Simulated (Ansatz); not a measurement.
**Ge: stress in a strained cell**

Aim: deform Ge (zz strain of +3 %) and compute stress, forces and field gradients with LAPW, PAW and all-electron datasets made for the crystal.

Computed with Ansatz 0.2.0 (DFT PBEsol, scalar-relativistic, unless a step's input says otherwise).

**1. The structure to begin with**

Symmetry: P6_3/mmc, No. 194, hexagonal system. The conventional cell has a = 3.998 Å, b = 3.998 Å, c = 6.599 Å, α = 90.00°, β = 90.00°, γ = 120.00°. Around Ge (site symmetry 3m) lie 4 Ge at 2.45 to 2.47 Å.

As a file:

```
CELL_PARAMETERS angstrom
3.99759 0.00000 0.00000
-1.99879 3.46201 0.00000
0.00000 0.00000 6.59938
ATOMIC_POSITIONS crystal
Ge 0.66667 0.33333 0.06290
Ge 0.33333 0.66667 0.56290
Ge 0.66667 0.33333 0.43710
Ge 0.33333 0.66667 0.93710
```

Atoms are numbered in the order of the input: Ge1, Ge2, Ge3, Ge4.

**2. After the deformation**

Space group P6_3/mmc before, P6_3/mmc after.

**3. Full-potential LAPW**

Contents of input.yaml:

```yaml
crystal:
  lattice:
    - [3.9975858431, 0.0, 0.0]
    - [-1.9987929216, 3.462010894, 0.0]
    - [0.0, 0.0, 6.7973592885]
  atoms:
    - { symbol: Ge, position: [0.6666666667, 0.3333333333, 0.06290125] }
    - { symbol: Ge, position: [0.3333333333, 0.6666666667, 0.56290125] }
    - { symbol: Ge, position: [0.6666666667, 0.3333333333, 0.43709875] }
    - { symbol: Ge, position: [0.3333333333, 0.6666666667, 0.93709875] }
kpoints:
  mp_grid: { grid: [11, 11, 6] }
  band_path:
    path:
      - [0.0, 0.0, 0.0]
      - [0.5, 0.0, 0.0]
      - [0.3333333333, 0.3333333333, 0.0]
      - [0.0, 0.0, 0.0]
      - [0.0, 0.0, 0.5]
      - [0.5, 0.0, 0.5]
      - [0.3333333333, 0.3333333333, 0.5]
      - [0.0, 0.0, 0.5]
      - [0.5, 0.0, 0.5]
    npoints: 5
scf:
  occupations: { method: fermi_dirac, width: 0.05 }
hamiltonian:
  xc: pbesol
  pseudopotentials: { kind: all_electron, lapw: { basis_error: 0.001 } }
output:
  forces: true
  stress: true
  eigenvalues: true
```

Command:

```console
ansatz run input.yaml --threads 1 --pin off --max-ram 6144MiB --backend cpu --events-out ev --progress --plain --runs-dir out
```

**4. Frozen-core PAW**

Contents of input.yaml:

```yaml
crystal:
  lattice:
    - [3.9975858431, 0.0, 0.0]
    - [-1.9987929216, 3.462010894, 0.0]
    - [0.0, 0.0, 6.7973592885]
  atoms:
    - { symbol: Ge, position: [0.6666666667, 0.3333333333, 0.06290125] }
    - { symbol: Ge, position: [0.3333333333, 0.6666666667, 0.56290125] }
    - { symbol: Ge, position: [0.6666666667, 0.3333333333, 0.43709875] }
    - { symbol: Ge, position: [0.3333333333, 0.6666666667, 0.93709875] }
kpoints:
  mp_grid: { grid: [11, 11, 6] }
scf:
  occupations: { method: fermi_dirac, width: 0.05 }
hamiltonian:
  xc: pbesol
  pseudopotentials: { kind: paw }
output:
  forces: true
  stress: true
  eigenvalues: true
  efg: { contact_densities: true }
```

**5. All-electron PAW on datasets made for the crystal**

input.yaml: that of step 4 with these lines changed.

```diff
@@ -16,3 +16,3 @@
   xc: pbesol
-  pseudopotentials: { kind: paw }
+  pseudopotentials: { kind: all_electron, datasets: crystal }
 output:
```

(Steps that only read results are left out.)

**Question.** What will these runs give? Wanted: pressure; largest shear or deviatoric stress.

As calculated:

| quantity | value |
| --- | --- |
| pressure | LAPW -1.83, PAW -1.83, crystal datasets -1.83 GPa |
| largest shear or deviatoric stress (LAPW) | 3.02 GPa |

What this shows: The largest part of the stress beyond the pressure is 3.02 GPa in size, in the zz component; the atoms are carried along and not relaxed. No run of the undeformed cell stands beside it, so the pressure holds what the given cell had before the change. PAW: stress within 0.01 GPa of LAPW, forces within 1 meV/Å. Crystal datasets: stress within 0.01 GPa of LAPW, forces within 1 meV/Å.
